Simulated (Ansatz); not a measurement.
Predict the output of the script below (the Ansatz DFT code, driven from Python).

`lattice_tiin.py`
```python
# -*- coding: utf-8 -*-
"""Relaxed cell of TiIN under several functionals."""

import ansatz as az
import numpy as np

KGRID = (6, 6, 2)
SMEARING = "fermi_dirac"
SIGMA = 0.01

def edges_and_angles(cell):
    cell = np.asarray(cell)
    a, b, c = np.linalg.norm(cell, axis=1)
    cosines = cell[1] @ cell[2] / (b * c), cell[0] @ cell[2] / (a * c), cell[0] @ cell[1] / (a * b)
    return (a, b, c, *np.degrees(np.arccos(cosines)))

structure = (
    az.Lattice.of((3.515, 0.0, 0.0), (0.0, 3.941, 0.0), (0.0, 0.0, 8.955))
    .atom("Ti", (0.0, 0.5, 0.08))
    .atom("Ti", (0.5, 0.0, 0.92))
    .atom("I", (0.5, 0.5, 0.315))
    .atom("I", (0.0, 0.0, 0.685))
    .atom("N", (0.5, 0.5, 0.97))
    .atom("N", (0.0, 0.0, 0.03))
)

job = (
    structure.calculation()
    .kpoints(*KGRID)
    .occupations(SMEARING, width=SIGMA)
    .relax(cell=True)
)

levels = [("lda", "none"), ("blyp", "d3bj"), ("pbesol", "none")]
print("level            a       b       c    alpha   beta  gamma  V/atom  steps")
for name, dispersion in levels:
    seen = []
    run = job.functional(name, dispersion=dispersion).session().plan()
    outcome = run.execute(on_event=lambda e: seen.append(e) if e["event"] == "relax_step" else None)
    cell = outcome.lattice.cell_ang
    label = name if dispersion == "none" else f"{name}+{dispersion}"
    print("{:13s} {:7.4f} {:7.4f} {:7.4f} {:6.2f} {:6.2f} {:6.2f}".format(label, *edges_and_angles(cell)), f"{abs(np.linalg.det(cell)) / len(outcome.lattice.sites):7.3f} {len(seen):5d}")
```

```console
$ python lattice_tiin.py
level            a       b       c    alpha   beta  gamma  V/atom  steps
DeckWarning: basis.ecutwfc = 420 eV, auto-derived from the records' recommended cutoffs: set by Ti (normal level)
lda            3.4612  3.9069  8.7519  90.00  90.00  90.00  19.725     9
blyp+d3bj      3.5190  3.9264  8.7740  90.00  90.00  90.00  20.205     9
pbesol         3.4897  3.9392  9.0384  90.00  90.00  90.00  20.708     7
```
(Warnings from the package without file and line.)

From smallest to largest: LDA (19.72 Å³ an atom, -4.6 % against the start), BLYP+D3BJ (20.20 Å³ an atom, -2.3 % against the start) and PBEsol (20.71 Å³ an atom, +0.2 % against the start). The spread is 5.0 % in volume.

No spin polarisation was allowed. BLYP and dispersion corrections can be off by several per cent in the lattices of metals, and by several GPa in the pressure at a fixed cell. The gap on the mesh is very small: such values hang on mesh and functional, which can close or open them. The starting cell is as deposited in a crystallographic database; the results hold for this polymorph, which needn't be the stable one. Timing: 3.1 min on 1 thread of Arm Neoverse V2, with other jobs on the host, peak memory 0.56 GiB.
